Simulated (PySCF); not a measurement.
# AlTe with other numerical set-ups

The method stays; parts of the set-up, such as the basis or the Hamiltonian, are changed.

Computed with PySCF 2.14.0. Level: each script names its method and basis.

2 further runs of the same task are left out: 2 for a known fault of the program.

### Step 1. The system as given

AlTe: 2 atoms, charge 0, spin multiplicity 2.

Bond lengths: Al1–Te2 2.515 Å.

### Step 2. The run that the others are compared with

input.py reads:

```python
from pyscf import gto, scf, mcscf

mol = gto.M(
    atom='Al 0 0 0; Te 0 0 2.515',
    basis='def2-svp',
    ecp={'Te': 'def2-svp'},
    charge=0,
    spin=1,
    verbose=4,
)
mf = scf.ROHF(mol)
mf.kernel()
mc = mcscf.CASCI(mf, 6, 5)
mc.kernel()
mc.analyze()
mf.dip_moment()
print('orbital energies (hartree):', mf.mo_energy[..., max(0, mol.nelec[1]-3):mol.nelec[0]+3].round(4))
```

Command:

```console
python input.py
```

The log of this run is left out.

In short: E(SCF) = -508.838257 Eh, 14 cycles, E(CAS) − E(SCF) = -0.01375 Eh, μ = 4.43 D (of the SCF density).

The bond length is a typed value, not an optimised one.

### Step 3. 3-21g (core potential off)

Edit 1 changes basis set: def2-svp → 3-21g; core potential: on → off. The core potential changes with it: totals don't compare.

input.py reads:

```python
from pyscf import gto, scf, mcscf

mol = gto.M(
    atom='Al 0 0 0; Te 0 0 2.515',
    basis='3-21g',
    charge=0,
    spin=1,
    verbose=4,
)
mf = scf.ROHF(mol)
mf.kernel()
mc = mcscf.CASCI(mf, 6, 5)
mc.kernel()
mc.analyze()
mf.dip_moment()
print('orbital energies (hartree):', mf.mo_energy[..., max(0, mol.nelec[1]-3):mol.nelec[0]+3].round(4))
```

Command:

```console
python input.py
```

### Step 4. Lanl2dz

Edit 2 changes basis set: def2-svp → lanl2dz. The core potential changes with it: totals don't compare.

input.py: that of step 2 with these lines changed.

```diff
@@ -4,4 +4,4 @@
     atom='Al 0 0 0; Te 0 0 2.515',
-    basis='def2-svp',
-    ecp={'Te': 'def2-svp'},
+    basis='lanl2dz',
+    ecp={'Al': 'lanl2dz', 'Te': 'lanl2dz'},
     charge=0,
```

### Step 5. X2c-svpall (core potential off, X2C on)

Edit 3 changes basis set: def2-svp → x2c-svpall; core potential: on → off; spin-free X2C: off → on. The core potential changes with it: totals don't compare.

input.py: that of step 2 with these lines changed.

```diff
@@ -4,4 +4,3 @@
     atom='Al 0 0 0; Te 0 0 2.515',
-    basis='def2-svp',
-    ecp={'Te': 'def2-svp'},
+    basis='x2c-svpall',
     charge=0,
@@ -11,2 +10,3 @@
 mf = scf.ROHF(mol)
+mf = mf.sfx2c1e()
 mf.kernel()
```

**Question.** What will these runs give? Wanted: for each run, E(SCF); from base; SCF dipole; after the SCF.

As calculated:

```
                                    run  E(SCF) (hartree)  from base (eV)  cycles  SCF dipole (D)  functions                after the SCF
                                   base       -508.838257               0      14            4.43         44  CASCI correlation -0.374 eV
             3-21g (core potential off)      -6823.302444  not comparable      11            4.68         44  CASCI correlation -0.449 eV
                                lanl2dz         -9.760632  not comparable      12            4.65         16  CASCI correlation -0.439 eV
x2c-svpall (core potential off, X2C on)      -7032.554877  not comparable      12            4.10         54  CASCI correlation -0.401 eV
```

Total energies from different bases, Hamiltonians or methods carry different errors, so properties are taken as differences within one set-up.
